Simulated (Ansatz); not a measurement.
# Co: strong compression

How does Co (hcp type) answer strong compression? The runs shown use PAW.

Computed with Ansatz 0.2.0 (DFT, PBE, PAW with Ansatz's default frozen-core files, scalar-relativistic, unless a step's input says otherwise).

**1. The system as given**

Symmetry: P6_3/mmc, No. 194, hexagonal system. Conventional cell: a = 2.491 Å, b = 2.491 Å, c = 4.036 Å, α = 90.00°, β = 90.00°, γ = 120.00°. Around Co (site symmetry -6m2) lie 12 Co at 2.48 to 2.49 Å.

Coordinates:

```xyz
2
Lattice="2.4911 0.0000 0.0000 -1.2456 2.1574 0.0000 0.0000 0.0000 4.0356" Properties=species:S:1:pos:R:3 pbc="T T T"
Co    0.0000    1.4382    1.0089
Co    1.2456    0.7191    3.0267
```

Whether this phase is the stable one at these pressures isn't tested.

Atoms are numbered in the order of the input: Co1, Co2.

**2. Cell relaxed at zero pressure, PAW**

File input.yaml:

```yaml
crystal:
  lattice:
    - [2.4911007134, 0.0, 0.0]
    - [-1.2455503567, 2.1573565012, 0.0]
    - [0.0, 0.0, 4.0355831558]
  atoms:
    - { symbol: Co, position: [0.3333333333, 0.6666666667, 0.25] }
    - { symbol: Co, position: [0.6666666667, 0.3333333333, 0.75] }
kpoints:
  mp_grid: { grid: [17, 17, 10] }
scf:
  occupations: { method: fermi_dirac, width: 0.05 }
hamiltonian:
  xc: pbe
  pseudopotentials: { kind: paw }
output:
  forces: true
  stress: true
relax:
  f_tol: 0.005
  max_steps: 40
  cell: {}
```

Run with:

```bash
> ansatz run input.yaml --threads 1 --pin off --max-ram 2048MiB --backend cpu --events-out ev --progress --plain --runs-dir out
```

After this run come: Volume scaled by 1, PAW; Shape and atoms relaxed at 0.88 of the volume, PAW; Volume scaled by 0.88, PAW; Shape and atoms relaxed at 0.78 of the volume, PAW; Volume scaled by 0.78, PAW; Shape and atoms relaxed at 0.68 of the volume, PAW; Volume scaled by 0.68, PAW; Shape and atoms relaxed at 0.58 of the volume, PAW; Volume scaled by 0.58, PAW; Shape and atoms relaxed at 0.5 of the volume, PAW; Volume scaled by 0.5, PAW; Shape and atoms relaxed at 0.43 of the volume, PAW; Volume scaled by 0.43, PAW; Volume scaled by 0.43, PAW (partial_waves polarizable).

Q: Predict the outcome of this session. Wanted: PAW pressure at 0.43 of the volume; PAW; fitted bulk modulus at zero pressure.

**Answer**, as computed:

| quantity | value |
| --- | --- |
| PAW pressure at 0.43 of the volume | 1438.1 GPa |
| PAW (partial_waves polarizable) pressure at 0.43 of the volume | 1438.1 GPa |
| fitted bulk modulus at zero pressure (PAW) | 269 GPa |
| its pressure derivative | 4.31 |

In words: By PAW the pressure climbs to 1438 GPa at 0.43 of the first volume. A third-order Birch-Murnaghan curve fits the range only roughly (B₀ = 269 GPa, B′ = 4.31, misfit at most 17.44 GPa). A fit over so wide a range leans to the high pressures, so B₀ can be off by several per cent. No all-electron run checks these rows here, and frozen cores can fail under such compression. The ions are at rest, and the electrons smeared by 0.05 eV. Spin polarisation is left out here, though a magnetic state may lie well lower.

Real Co is ferromagnetic; without spin these runs don't describe its ground state.
